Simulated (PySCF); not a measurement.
# TiSi2H4O3F2: magnetic properties

Programs: PySCF 2.14.0, with routines of our own; each step states its level. All values are computed. Atoms count from 0.

## 1. The system as given

12 atoms, charge 0, multiplicity 1; geometry from: GFN2-xTB.

## 2. Magnetic properties: GIAO PBE/def2-SVP Ti:def2-TZVP

The job: settings as JSON, then the geometry in Å.

```
{"job": {"kind": "mag", "xc": "PBE", "basis": {"default": "def2-SVP", "Ti": "def2-TZVP"}}, "charge": 0, "multiplicity": 1}
Ti     0.220650    -1.559900     0.755460
F     -0.247760    -1.817030     2.387990
F      0.905890    -2.895070    -0.080320
O      1.364270    -0.272440     0.726670
Si     1.261860     1.208210     0.078860
O     -0.193020     1.352680    -0.649350
Si    -1.483570     0.371570    -0.847260
O     -1.168820    -1.040670    -0.119270
H      1.272070     2.189390     1.165890
H      2.262690     1.315390    -0.985500
H     -2.596130     1.015010    -0.144480
H     -1.598120     0.132870    -2.288680
```

With the program's defaults for keys left out, this is: GIAO PBE/def2-SVP Ti:def2-TZVP magnetisability, rotational g tensor and spin-rotation constants, non-relativistic, gas phase.

The run is started by

```console
OMP_NUM_THREADS=1 python excited_run.py task.json out
```

The driver reads the jobs from task.json and runs them one after another.

Q: Estimate the wall time and peak memory of this first job on 1 thread of AMD EPYC 9R45, shared host.

About 30 s, with a peak of 1.1 GiB.
